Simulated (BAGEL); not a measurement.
# HF/6-31G(d) (density fitting with qzvpp-jkfit, spherical functions) run of Al2H4Se (SMILES [AlH2][AlH][SeH])

Aim: the vertical ionisation energy of Al2H4Se at HF/6-31G* (density fitting with qzvpp-jkfit, spherical functions), from 2 runs. 

Program for the calculation: BAGEL 1.2.2.

1 further run of the same task is left out (set aside as unsound or not needed).

## (1) Starting point

Al2H4Se: 7 atoms, total charge 0, spin state singlet. As SMILES, `[AlH2][AlH][SeH]`. The shape is that of a PBE0-D4/def2-TZVP optimisation. This is one conformer, not always the lowest.

Bond lengths: Al1–Al2 2.584 Å, Al2–Se3 2.331 Å, Al1–H4 1.593 Å, Al1–H5 1.593 Å, Al2–H6 1.591 Å, Se3–H7 1.469 Å. Angles: Al1–Al2–Se3 117.0°, Al1–Al2–H6 127.9°, Se3–Al2–H6 115.1°, Al2–Al1–H4 121.5°, Al2–Al1–H5 121.4°, Al2–Se3–H7 93.6°, H4–Al1–H5 117.1°.

## (2) The energy at HF/6-31G(d) (density fitting with qzvpp-jkfit, spherical functions)

Contents of input.json:

```json
{ "bagel": [

{
  "title": "molecule",
  "basis": "6-31gs.json",
  "df_basis": "qzvpp-jkfit",
  "angstrom": "true",
  "geometry": [
    { "atom": "Al", "xyz": [      -1.578100,       0.539600,      -0.900300 ] },
    { "atom": "Al", "xyz": [       0.683400,       0.231600,       0.310300 ] },
    { "atom": "Se", "xyz": [       1.280700,      -1.943000,       0.899300 ] },
    { "atom": "H", "xyz": [      -1.688000,       0.476100,      -2.487900 ] },
    { "atom": "H", "xyz": [      -2.924300,       0.803000,      -0.090900 ] },
    { "atom": "H", "xyz": [       1.737000,       1.353100,       0.713600 ] },
    { "atom": "H", "xyz": [       2.550600,      -1.528300,       1.510400 ] }
  ]
},

{ "title": "hf" },

{ "title": "print", "file": "orbitals.molden", "orbitals": "true" }

]}
```

The basis set 6-31G* is read from a file made from the Basis Set Exchange's data (not shown).

Started as:

```console
$ BAGEL_NUM_THREADS=1 BAGEL input.json > input.out
```

The log of the run:

```text
* using 1 threads per process

  ===============================================================
  ===============================================================

  *** Geometry ***

  { "atom" : "Al", "xyz" : [     -2.982177,      1.019696,     -1.701320 ] },
  { "atom" : "Al", "xyz" : [      1.291439,      0.437661,      0.586382 ] },
  { "atom" : "Se", "xyz" : [      2.420172,     -3.671738,      1.699431 ] },
  { "atom" : "H", "xyz" : [     -3.189858,      0.899699,     -4.701450 ] },
  { "atom" : "H", "xyz" : [     -5.526126,      1.517450,     -0.171776 ] },
  { "atom" : "H", "xyz" : [      3.282454,      2.556988,      1.348509 ] },
  { "atom" : "H", "xyz" : [      4.819935,     -2.888068,      2.854242 ] },

  Number of auxiliary basis functions:      594

  Since a DF basis is specified, we compute 2- and 3-index integrals:
    o Being stored without compression. Storage requirement is 0.027 GB

  Number of basis functions:       76
  Number of electrons      :       64

    * METHOD: MOLECULE                             0.40

  *** RHF ***

  === Nuclear Repulsion ===
   238.4765789126

      * DIIS with orbital gradients will be used.

  === RHF iteration (6-31gs.json) ===
      0      -2885.61388586          0.00927860           0.10
      1      -2885.67988774          0.00467251           0.10
      2      -2885.68949577          0.00117520           0.10
      3      -2885.69083510          0.00021465           0.10
      4      -2885.69089652          0.00004757           0.10
      5      -2885.69089987          0.00001336           0.10
      6      -2885.69090019          0.00000439           0.10
      7      -2885.69090022          0.00000190           0.10
      8      -2885.69090023          0.00000060           0.10
      9      -2885.69090023          0.00000019           0.10
     10      -2885.69090023          0.00000006           0.10
     11      -2885.69090023          0.00000002           0.10
     12      -2885.69090023          0.00000001           0.10
    * SCF iteration converged.

    * Permanent dipole moment:
           (   -0.044571,    -0.586827,     0.052622) a.u.

    * METHOD: HF                                   1.54

    * METHOD: PRINT                                0.02

  ===============================================================
```

Wall time 2.1 s (1 thread of Arm Neoverse V1, shared host); peak memory 0.14 GiB.

## (3) The doublet cation

input.json: that of step 2 with these lines changed.

```diff
@@ -6,3 +6,3 @@
   "df_basis": "qzvpp-jkfit",
-  "angstrom": "true",
+  "angstrom": true,
   "geometry": [
@@ -18,5 +18,13 @@
 
-{ "title": "hf" },
+{
+  "title": "uhf",
+  "charge": 1,
+  "nopen": 1
+},
 
-{ "title": "print", "file": "orbitals.molden", "orbitals": "true" }
+{
+  "title": "print",
+  "file": "orbitals.molden",
+  "orbitals": true
+}
```

The basis set 6-31G* is read from a file made from the Basis Set Exchange's data (not shown).

Started as:

```console
$ BAGEL_NUM_THREADS=1 BAGEL input.json > input.out
```

The log of the run:

```text
* using 1 threads per process

  ===============================================================
  ===============================================================

  *** Geometry ***

  { "atom" : "Al", "xyz" : [     -2.982177,      1.019696,     -1.701320 ] },
  { "atom" : "Al", "xyz" : [      1.291439,      0.437661,      0.586382 ] },
  { "atom" : "Se", "xyz" : [      2.420172,     -3.671738,      1.699431 ] },
  { "atom" : "H", "xyz" : [     -3.189858,      0.899699,     -4.701450 ] },
  { "atom" : "H", "xyz" : [     -5.526126,      1.517450,     -0.171776 ] },
  { "atom" : "H", "xyz" : [      3.282454,      2.556988,      1.348509 ] },
  { "atom" : "H", "xyz" : [      4.819935,     -2.888068,      2.854242 ] },

  Number of auxiliary basis functions:      594

  Since a DF basis is specified, we compute 2- and 3-index integrals:
    o Being stored without compression. Storage requirement is 0.027 GB

  Number of basis functions:       76
  Number of electrons      :       64

    * METHOD: MOLECULE                             0.40

  *** Open-shell HF ***

  === Nuclear Repulsion ===
   238.4765789126

      * DIIS with orbital gradients will be used.

  === UHF iteration (6-31gs.json) ===
      0      -2885.26437405          0.01982732           0.20
      1      -2885.35854890          0.01042515           0.19
      2      -2885.37361473          0.00589438           0.20
      3      -2885.37728769          0.00126266           0.20
      4      -2885.37815587          0.00044933           0.20
      5      -2885.37826324          0.00017451           0.20
      6      -2885.37830263          0.00007579           0.20
      7      -2885.37831767          0.00005344           0.20
      8      -2885.37833048          0.00003398           0.20
      9      -2885.37833713          0.00001261           0.20
     10      -2885.37833763          0.00000573           0.20
     11      -2885.37833780          0.00000277           0.20
     12      -2885.37833786          0.00000147           0.20
     13      -2885.37833789          0.00000062           0.19
     14      -2885.37833789          0.00000027           0.19
     15      -2885.37833790          0.00000016           0.20
     16      -2885.37833790          0.00000009           0.20
     17      -2885.37833790          0.00000006           0.19
     18      -2885.37833790          0.00000004           0.20
     19      -2885.37833790          0.00000003           0.20
     20      -2885.37833790          0.00000001           0.20
     21      -2885.37833790          0.00000000           0.20
    * SCF iteration converged.

    * S^2 (UHF) is 0.7647

    * Permanent dipole moment:
           (    1.389932,    -2.294634,     1.015585) a.u.

    * METHOD: UHF                                  4.60

    * METHOD: PRINT                                0.02

  ===============================================================
```

It took 5.4 s on 1 thread of Arm Neoverse V1, shared host; peak memory 0.14 GiB.

## (4) Results

At HF/6-31G* (density fitting with qzvpp-jkfit, spherical functions):

```
                                          quantity           value
                     singlet Al2H4Se: total energy  -2885.69090 Eh
                    singlet Al2H4Se: dipole moment          1.50 D
                      singlet Al2H4Se: HOMO energy        -9.45 eV
                      singlet Al2H4Se: LUMO energy         0.41 eV
                    singlet Al2H4Se: HOMO–LUMO gap         9.86 eV
                      doublet cation: total energy  -2885.37834 Eh
                              doublet cation: ⟨S²⟩           0.765
vertical ionisation energy (to the doublet cation)        8.505 eV
```

Removing an electron at fixed nuclei costs 8.51 eV (821 kJ/mol). −ε(HOMO) before ionisation, 9.45 eV, is 0.94 eV above this ionisation energy.
